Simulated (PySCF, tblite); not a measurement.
# C₄H₁₂BN: geometry, infrared bands and NMR shifts

What infrared bands and NMR shifts should C₄H₁₂BN (`C[B@@H-]1[NH2+]C[C@@H]1C`) show?

The runs use tblite 0.8.0 and PySCF 2.14.0, with density-fitted response routines of our own; the level of theory stands in each step. All values are computed, except where a source is named. Atoms count from 0, in the outputs and in this text.

## 1. The molecule as given

18 atoms, charge 0, multiplicity 1; geometry from: force field or distance geometry start.

Bonds of the start (Å): C0–B1 1.60, B1–N2 1.53, N2–C3 1.45, C3–C4 1.53, C4–C5 1.50, C4–B1 1.57, C0–H6 1.12, C0–H7 1.12, C0–H8 1.12, B1–H9 1.17, N2–H10 1.04, N2–H11 1.04, C3–H12 1.10, C3–H13 1.10, C4–H14 1.11, C5–H15 1.12, C5–H16 1.11, C5–H17 1.11.

## 2. Optimising the geometry with GFN2-xTB

The job: settings as JSON, then the geometry in Å.

```
{"job": {"kind": "relax", "xc": "GFN2-xTB", "basis": "xTB"}, "charge": 0, "multiplicity": 1}
C      1.752200    -0.394400     0.419300
B      0.845900     0.389500    -0.634600
N     -0.058900     1.427300     0.032500
C     -1.211100     0.987800    -0.739200
C     -0.481300    -0.303600    -1.098800
C     -0.962700    -1.507200    -0.350000
H      2.551700     0.291800     0.788600
H      1.184300    -0.683800     1.343700
H      2.259900    -1.287500    -0.019200
H      1.525400     0.888700    -1.449700
H      0.243000     2.375600    -0.263300
H     -0.164300     1.336500     1.067900
H     -1.435200     1.590900    -1.631500
H     -2.087600     0.836800    -0.090700
H     -0.594800    -0.472000    -2.192100
H     -1.902100    -1.245000     0.206200
H     -1.244500    -2.327400    -1.045100
H     -0.228800    -1.897600     0.379600
```

Started as:

```console
$ OMP_NUM_THREADS=1 python probes_run.py task.json out
```

The driver reads the jobs from task.json and runs them one after another.

**Question.** This job is followed by: GFN2-xTB harmonic vibrations, gas phase; GIAO PBE0/pcSseg-1 NMR shielding, non-relativistic, gas phase. Predict these results of the whole session: strongest single infrared mode (GFN2-xTB); zero-point energy (GFN2-xTB); 13C shifts against TMS (PBE0/pcSseg-1); 1H shifts against TMS (PBE0/pcSseg-1, means over atoms taken as alike); 11B shifts against BF3·OEt2 (PBE0/pcSseg-1); 15N shifts against NH3 (PBE0/pcSseg-1); surface potential, 1st and 99th percentile.

The runs gave:

| quantity | value |
| --- | --- |
| strongest single infrared mode (GFN2-xTB) | 2489 cm⁻¹, 224 km/mol |
| zero-point energy (GFN2-xTB) | 100.9 kcal/mol |
| 13C shifts against TMS (PBE0/pcSseg-1) | 51.9, 20.3, 18.9, 4.4 ppm |
| 1H shifts against TMS (PBE0/pcSseg-1, means over atoms taken as alike) | 4.02, 3.47, 3.01, 2.59, 2.14, 1.30, 1.12, -0.08 ppm |
| 11B shifts against BF3·OEt2 (PBE0/pcSseg-1) | -7.5 ppm |
| 15N shifts against NH3 (PBE0/pcSseg-1) | 49.9 ppm |
| surface potential, 1st and 99th percentile | -1.20 V and 2.18 V |

In words: Over 81 steps the energy fell by 0.708 eV; of the close pairs, B1–N2 changed most, 1.530 to 1.673 Å. No mode is imaginary among the 48: a minimum at this level. The strongest single mode, at 2489 cm⁻¹, moves mainly H9. GFN2-xTB is a fitted tight-binding method: band positions and strengths are rough. Its intensities can rank the bands wrongly. At PBE0/pcSseg-1: The largest span, 56 ppm, is at C3, where the paramagnetic term is -114 ppm.
